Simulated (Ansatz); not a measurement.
What does this script print? It uses Ansatz 0.2.0 through its Python package.

Contents of `f2h2sn.xyz`:
```text
5

F    -0.34000   -0.39880    1.85540
Sn    0.02280   -0.02670   -0.02650
F    -1.31640    1.20210   -0.78730
H     0.05770   -1.52450   -0.91210
H     1.62590    0.67420   -0.17080
```

The script, `relaxed_scan.py`:
```python
import ansatz as az
import numpy as np

config = {
    "basis_set": "def2-SVP",
    "functional": "hf",
}

mol = az.Crystal.molecule_from_extxyz("f2h2sn.xyz")

calc = (
    mol.calculation()
    .basis(gaussian=config["basis_set"])
    .functional(config["functional"])
)
symbols = [site.symbol for site in mol.cartesian_sites]
pairs = [(0, 1), (1, 2), (1, 3), (1, 4)]
print("held (A)   E (eV)        ", "  ".join(f"{symbols[i]}{i}-{symbols[j]}{j}" for i, j in pairs))
for length in [1.81, 1.97, 2.13, 2.36, 2.66]:
    report = calc.relax(constraints=[az.DistanceConstraint((1, 2), at=length)], force_tolerance=0.02, max_steps=60).run(threads=1, pin="off").report
    xyz = np.array(report["positions_ang"])
    print(f"{length:6.2f} {report['free_energy_ev']:14.5f}  ", "  ".join(f"{np.linalg.norm(xyz[i] - xyz[j]):.3f}" for i, j in pairs))
```

```console
$ python relaxed_scan.py
held (A)   E (eV)         F0-Sn1  Sn1-F2  Sn1-H3  Sn1-H4
DeckWarning: relax.constraints: the input's atoms, or those drawn, lie off the distances that are held; a relaxation that starts there is brought onto them ahead of its first SCF, by positions alone, an atom by 8.02e-2 Å at the most. With the symmetry detection on, the symmetry is detected on the input's atoms as so [...]
  1.81   -11245.11046   1.915  1.810  1.691  1.691
  1.97   -11245.23916   1.910  1.970  1.687  1.687
  2.13   -11244.80547   1.906  2.130  1.684  1.684
  2.36   -11243.82395   1.902  2.360  1.680  1.680
  2.66   -11242.48367   1.898  2.660  1.676  1.677
```
(Warnings from the package without file and line, shortened, repeats left out.)

Reading the output:
- Total energies depend on the basis set; only differences at equal settings carry meaning.
- The energies are electronic: no zero-point or thermal terms, and the basis set is short of its limit.
- def2 sets replace the cores of elements past krypton by effective core potentials.
- It ran for 33 s on 1 thread of Arm Neoverse V1, on a shared host, peak memory 0.19 GiB.

(Lines on the test bed's own set-up are left out of the output.)
